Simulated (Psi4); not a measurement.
# SiH2Br2 (dibromosilane): CAM-B3LYP/def2-SVP

What is the vertical ionisation energy of SiH2Br2 (dibromosilane) at CAM-B3LYP/def2-SVP? 

The results are computed with Psi4 1.11.

2 further runs of the same task are left out: 2 that didn't finish.

### Step 1. The molecule

The species is SiH2Br2 (5 atoms), meant as a singlet with charge 0. As SMILES, `Br[SiH2]Br`. The shape is that of a PBE0-D4/def2-TZVP optimisation.

Bond lengths: Br1–Si2 2.207 Å, Si2–Br3 2.207 Å, Si2–H4 1.476 Å, Si2–H5 1.476 Å. Angles: Br1–Si2–Br3 110.8°, Br1–Si2–H4 108.4°, Br1–Si2–H5 108.4°, Br3–Si2–H4 108.4°, Br3–Si2–H5 108.4°, H4–Si2–H5 112.5°.

### Step 2. Energy and gradient at CAM-B3LYP/def2-SVP

The input, br2h2si.inp:

```
memory 2.2 GB

molecule {
  Br    -3.16092599    -2.34191869     0.68466667
  Si     0.29901136    -0.08747542     0.10333022
  Br    -0.55854635     3.42826555    -1.96911352
  H      2.08518050    -1.59347376    -1.42052603
  H      1.33526158     0.59458343     2.60164265
  units bohr
  symmetry c1
  no_reorient
  no_com
}

set {
  basis                def2-SVP
  puream               true
  e_convergence        1e-09
  d_convergence        1e-08
  scf_type             pk
  dft_radial_points    99
  dft_spherical_points 590
}

e_tot, wfn = gradient("cam-b3lyp", return_wfn=True)
```

Command:

```
$ psi4 br2h2si.inp br2h2si.out -n 1
```

br2h2si.out, shortened:

```text
[...]
  Running in c1 symmetry.
[...]
  Nuclear repulsion =  448.279263033293944
[...]
  Multiplicity = 1
[...]
  Nalpha       = 43
  Nbeta        = 43
[...]
    Number of basis functions: 92
[...]
   @RKS iter   1: -5438.09340859687927   -2.50840e+00   1.99562e-02 ADIIS/DIIS
[...]
   @RKS iter  10: -5438.62417554274907   -2.91038e-11   5.17865e-09 DIIS
[...]
    Orbital Energies [Eh]
    ---------------------
    Doubly Occupied:
       1A   -482.861969     2A   -482.861950     3A    -66.266335
       4A    -62.538547     5A    -62.538530     6A    -56.371805
       7A    -56.371792     8A    -56.369501     9A    -56.369483
      10A    -56.369383    11A    -56.369367    12A     -8.767873
      13A     -8.767859    14A     -6.600420    15A     -6.600408
      16A     -6.591666    17A     -6.591654    18A     -6.591272
      19A     -6.591260    20A     -5.432463    21A     -3.796713
      22A     -3.794759    23A     -3.792117    24A     -2.717194
      25A     -2.717181    26A     -2.714687    27A     -2.714674
      28A     -2.714375    29A     -2.714362    30A     -2.707478
      31A     -2.707473    32A     -2.707466    33A     -2.707461
      34A     -0.884137    35A     -0.859331    36A     -0.622181
[...]
  @RKS Final Energy: -5438.62417554274907
   => Energetics <=
    Nuclear Repulsion Energy =            448.2792630332939439
    One-Electron Energy =               -8460.6513375194972468
    Two-Electron Energy =                2733.2789067216549483
    DFT Exchange-Correlation Energy =    -159.5310077782001770
    Empirical Dispersion Energy =           0.0000000000000000
    VV10 Nonlocal Energy =                  0.0000000000000000
    Total Energy =                      -5438.6241755427481621
[...]
 Multipole Moments:
 ------------------------------------------------------------------------------------
     Multipole            Electronic (a.u.)      Nuclear  (a.u.)        Total (a.u.)
 ------------------------------------------------------------------------------------
 L = 1.  Multiply by 2.5417464519 to convert [e a0] to [Debye]
 Dipole X            :        123.0100374         -122.5749308            0.4351066
 Dipole Y            :        -35.9258495           35.7985939           -0.1272556
 Dipole Z            :         42.4782464          -42.3279000            0.1503463
 Magnitude           :                                                    0.4776146
[...]
  -Total Gradient:
     Atom            X                  Y                   Z
    ------   -----------------  -----------------  -----------------
       1        0.002670193304     0.002040450218    -0.000611987714
       2       -0.001704560142     0.000494383022    -0.000587638845
       3        0.000434246287    -0.002962257807     0.001692536195
       4       -0.000787516744     0.000430810762     0.000139620133
       5       -0.000641601074     0.000005137537    -0.000642617806
[...]
```

Run time: 66 s. Hardware: 1 thread of AMD EPYC (Zen 3), shared host; peak memory 0.9 GiB.

### Step 3. The doublet cation, same level

The input, br2h2si.xyz:

```xyz
5
Br2H2Si
Br    -1.672690    -1.239290     0.362310
Si     0.158230    -0.046290     0.054680
Br    -0.295570     1.814160    -1.042010
H      1.103430    -0.843230    -0.751710
H      0.706590     0.314640     1.376730
```

The input, br2h2si.py:

```python
import psi4

psi4.set_memory('2200 MB')
psi4.set_num_threads(1)
psi4.core.set_output_file('br2h2si.out', False)

with open('br2h2si.xyz') as f:
    atoms = ''.join(f.readlines()[2:])
geom = psi4.geometry('1 2\n' + atoms + 'symmetry c1\nno_reorient\nno_com')

psi4.set_options({
    'basis': 'def2-SVP',
    'reference': 'uks',
    'puream': True,
    'e_convergence': 1e-09,
    'd_convergence': 1e-08,
    'scf_type': 'pk',
    'dft_radial_points': 99,
    'dft_spherical_points': 590,
    'maxiter': 100,
})

E, wfn = psi4.gradient('cam-b3lyp', molecule=geom, return_wfn=True)
psi4.oeprop(wfn, 'WIBERG_LOWDIN_INDICES', 'QUADRUPOLE', 'MULLIKEN_CHARGES', title='CAM-B3LYP')
print('gradient / Eh bohr^-1')
print(E.np.round(6))
print(f'energy = {wfn.energy():.10f} Eh')
```

Command:

```
$ python br2h2si.py
```

br2h2si.out, shortened:

```text
[...]
  Running in c1 symmetry.
[...]
  Nuclear repulsion =  448.279262821226382
[...]
  Multiplicity = 2
[...]
  Nalpha       = 43
  Nbeta        = 42
[...]
    Number of basis functions: 92
[...]
   @UKS iter   1: -5437.73678175921395   -2.15177e+00   1.94624e-02 DIIS/ADIIS
[...]
   @UKS iter  14: -5438.22439466700962   -2.72848e-12   7.31456e-09 DIIS
[...]
   @S^2 Observed:                7.555164820E-01
[...]
  @UKS Final Energy: -5438.22439466700962
   => Energetics <=
    Nuclear Repulsion Energy =            448.2792628212263821
    One-Electron Energy =               -8440.0337416845868574
    Two-Electron Energy =                2712.8486420738690867
    DFT Exchange-Correlation Energy =    -159.3185578775174065
    Empirical Dispersion Energy =           0.0000000000000000
    VV10 Nonlocal Energy =                  0.0000000000000000
    Total Energy =                      -5438.2243946670087098
[...]
  -Total Gradient:
     Atom            X                  Y                   Z
    ------   -----------------  -----------------  -----------------
       1       -0.000985297193     0.003113305020    -0.001877342944
       2        0.008047745105    -0.002325904323     0.002765581669
       3       -0.003227607581    -0.001911549739     0.000438081004
       4       -0.003058231169     0.003852806153     0.005373235566
       5       -0.000805305014    -0.002720290945    -0.006709456491
[...]
 Multipole Moments:
 ------------------------------------------------------------------------------------
     Multipole            Electronic (a.u.)      Nuclear  (a.u.)        Total (a.u.)
 ------------------------------------------------------------------------------------
 L = 1.  Multiply by 2.5417464519 to convert [e a0] to [Debye]
 Dipole X            :        122.0670416         -122.5749308           -0.5078893
 Dipole Y            :        -35.6498120           35.7985938            0.1487818
 Dipole Z            :         42.1522675          -42.3278999           -0.1756324
 Magnitude           :                                                    0.5576148
 L = 2.  Multiply by 1.3450342976 to convert [e a0^2] to [Debye ang]
 Quadrupole XX       :       -398.4922762          368.0025609          -30.4897153
 Quadrupole XY       :       -187.6620667          189.1775837            1.5155170
[...]
```

On the terminal:

```text
gradient / Eh bohr^-1
[[-0.000985  0.003113 -0.001877]
 [ 0.008048 -0.002326  0.002766]
 [-0.003228 -0.001912  0.000438]
 [-0.003058  0.003853  0.005373]
 [-0.000805 -0.00272  -0.006709]]
energy = -5438.2243946670 Eh
```

Wall time 1.7 min (1 thread of AMD EPYC (Zen 3), shared host); peak memory 0.9 GiB.

### Step 4. Summary of results

Level: CAM-B3LYP/def2-SVP.

| quantity | value |
| --- | --- |
| singlet SiH2Br2: total energy | -5438.62418 Eh |
| singlet SiH2Br2: dipole moment | 1.21 D |
| singlet SiH2Br2: HOMO energy | -9.77 eV |
| singlet SiH2Br2: LUMO energy | 0.86 eV |
| singlet SiH2Br2: HOMO–LUMO gap | 10.62 eV |
| singlet SiH2Br2: largest force on an atom | 0.177 eV/Å |
| doublet cation: total energy | -5438.22439 Eh |
| doublet cation: HOMO energy (highest over α and β) | -14.99 eV |
| doublet cation: LUMO energy (lowest over α and β) | -11.97 eV |
| doublet cation: ⟨S²⟩ | 0.756 |
| doublet cation: largest force on an atom | 0.454 eV/Å |
| vertical ionisation energy (to the doublet cation) | 10.879 eV |

What this shows: Removing an electron at fixed nuclei costs 10.88 eV (251 kcal/mol). −ε(HOMO) before ionisation, 9.77 eV, is 1.11 eV below this ionisation energy. Mulliken charges (doublet cation) run from +0.10 on H4 to +0.53 on Si2; they depend strongly on the basis.
